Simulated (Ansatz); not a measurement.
This script drives the Ansatz DFT code, driven from Python.

`methods_ch5alclgen.py`:
```python
'''CH5AlClGeN at several levels of theory.'''

from pathlib import Path

import ansatz as az
import numpy as np

config = {
    'basis_set': 'def2-SVP',
}

GEOMETRY = '''
Cl    1.25930   -3.04690    0.97510
C     1.58100   -1.27200    0.82940
Al   -0.05410   -0.29380    0.15730
N    -1.23940    0.05400   -1.18260
Ge   -1.01590    1.78080   -0.56090
H     1.87320   -0.85890    1.82490
H     2.44920   -1.12240    0.12150
H    -2.19290   -0.25370   -0.79900
H    -2.26450    2.32830    0.25080
H    -0.31280    2.63340   -1.61340
'''

system = az.Crystal.molecule()
for line in GEOMETRY.strip().splitlines():
    symbol, *xyz = line.split()
    system = system.atom(symbol, [float(v) for v in xyz])

model = system.calculation().basis(gaussian=config['basis_set'])

print('functional    E (Ha)        dipole (D)   HOMO (eV)  LUMO (eV)')
for name in ['cam_b3lyp', 'hse06', 'r2scan', 'hf', 'pbe']:
    summary = model.functional(name).forces().orbitals().run(runs_dir='runs').report
    lines = Path(summary['orbitals_path']).read_text().splitlines()
    field_of = lambda key: [line.split('=')[1].strip() for line in lines if line.startswith(key)]
    orbitals = [(27.211386 * float(e), s, float(n)) for e, s, n in zip(field_of('Ene='), field_of('Spin='), field_of('Occup='))]
    homo = max(e for e, _, n in orbitals if n > 0.5)
    lumo = min(e for e, _, n in orbitals if n < 0.5)
    dipole = 4.803205 * np.linalg.norm(summary['charge_distribution']['dipole_moment_e_ang'])
    print(f'{name:10s} {summary["free_energy_ev"] / 27.211386246:14.6f} {dipole:9.3f} {homo:11.3f} {lumo:10.3f}')
```

It is started by `python methods_ch5alclgen.py`. Estimate its wall time and peak memory on 1 thread of AMD EPYC 9B45 (Zen 5) (shared host).

It took about 17 s, with a peak of 0.41 GiB, for 5 runs of the engine.

Running `python methods_ch5alclgen.py` prints:
```text
functional    E (Ha)        dipole (D)   HOMO (eV)  LUMO (eV)
cam_b3lyp    -2874.973303     1.612      -6.426     -1.148
hse06        -2874.239818     1.498      -4.901     -2.503
r2scan       -2874.781642     1.444      -4.511     -2.681
hf           -2871.391685     1.772      -7.448      0.653
pbe          -2874.135173     1.375      -4.292     -2.846
```

What to keep in mind:
- Total energies depend on the basis set; only differences at equal settings carry meaning.
- The geometry is a force-field or estimated start, not a minimum of this method, and the basis set is short of its limit. A lower total doesn't mark the better method: functionals have no common bound, and MP2 and coupled cluster aren't variational.
- Levels such as HOMO and LUMO are orbital energies: with these approximate functionals they aren't the ionisation energy and electron affinity, and their gap isn't the fundamental gap.
- hse06 follows the composition of plane-wave codes, whose totals differ by tens of mHa, up to about 0.1 Ha, from the form usual in Gaussian-basis programs (wpbeh).
